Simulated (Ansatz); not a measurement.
This script for the Ansatz DFT code, driven from Python starts 4 runs on BH₂S, SMILES [BH]S. What input does the engine get in each?

The script, `tae_bh2s.py`:
```python
"""Atomisation energy of BH2S at the given geometry."""

from collections import Counter

import ansatz as az

config = {
    "basis": "def2-SVPD",
    "method": "mp2",
}


def energy_of(molecule, charge=0, unpaired=0):
    calc = (
        molecule.calculation()
        .basis(gaussian=config["basis"])
        .correlation(config["method"])
        .accuracy("medium")
    )
    if charge:
        calc = calc.charge(charge)
    if unpaired:
        calc = calc.spin("collinear", total=unpaired)
    return calc.run().report["free_energy_ev"]

geometry_ang = [
    ("B", (0.0143, -0.5116, 0.7995)),
    ("S", (0.2136, 1.1121, -0.2007)),
    ("H", (0.5465, -1.4363, 0.4993)),
    ("H", (-0.7189, 0.7755, -1.1184)),
]
molecule = az.Crystal.molecule()
for symbol, xyz in geometry_ang:
    molecule = molecule.atom(symbol, xyz)

# unpaired electrons of the ground-state atoms
unpaired = {"B": 1, "S": 2, "H": 1}
counts = Counter(site.symbol for site in molecule.cartesian_sites)
atom_energy = {s: energy_of(az.Crystal.molecule().atom(s, (0, 0, 0)), 0, unpaired[s]) for s in counts}
whole = energy_of(molecule, 0, 1)
for s, e in atom_energy.items():
    print(f"{s:2s} x{counts[s]}  {e:14.5f} eV")
print(f"BH2S: {whole:.5f} eV")
split = sum(counts[s] * e for s, e in atom_energy.items()) - whole
print(f"atomisation energy (no zero-point term): {96.485332 * split:.1f} kJ/mol, {split / sum(counts.values()):.3f} eV an atom")
```

Run 1:
```yaml
crystal:
  periodic: [false, false, false]
  atoms:
    - { symbol: B, position_ang: [0.0, 0.0, 0.0] }
accuracy: medium
basis:
  gaussian:
    orbitals: def2-SVPD
magnetization:
  spin_polarized: true
  initial_magnetization: 1.0
correlation:
  method: mp2
```

Run 2, against run 1:
```diff
-    - { symbol: B, position_ang: [0.0, 0.0, 0.0] }
+    - { symbol: S, position_ang: [0.0, 0.0, 0.0] }
-  initial_magnetization: 1.0
+  initial_magnetization: 2.0
```

Run 3, against run 1:
```diff
-    - { symbol: B, position_ang: [0.0, 0.0, 0.0] }
+    - { symbol: H, position_ang: [0.0, 0.0, 0.0] }
```

Run 4, against run 1:
```diff
-    - { symbol: B, position_ang: [0.0, 0.0, 0.0] }
+    - { symbol: B, position_ang: [0.0143, -0.5116, 0.7995] }
+    - { symbol: S, position_ang: [0.2136, 1.1121, -0.2007] }
+    - { symbol: H, position_ang: [0.5465, -1.4363, 0.4993] }
+    - { symbol: H, position_ang: [-0.7189, 0.7755, -1.1184] }
```

```console
$ python tae_bh2s.py
B  x1      -667.72875 eV
S  x1    -10815.47181 eV
H  x2       -13.58606 eV
BH2S: -11520.48212 eV
atomisation energy (no zero-point term): 975.4 kJ/mol, 2.527 eV an atom
```

975.4 kJ/mol from the electronic energies, without the zero-point term.

Reading the output:
- The settings weren't tested for convergence.
- The geometry is a force-field or estimated start, not a minimum of this method, and the basis set is short of its limit. All parts are taken at fixed geometry, without zero-point energy.
- The species is open-shell (spin multiplicity 2).
- In double-zeta sets correlated atomisation energies come out some 10 to 15 % low.
- Timing: 1.1 s on 1 thread of Arm Neoverse V2, with other jobs on the host, peak memory 0.16 GiB.

(Lines on the test bed's own set-up are left out of the output.)
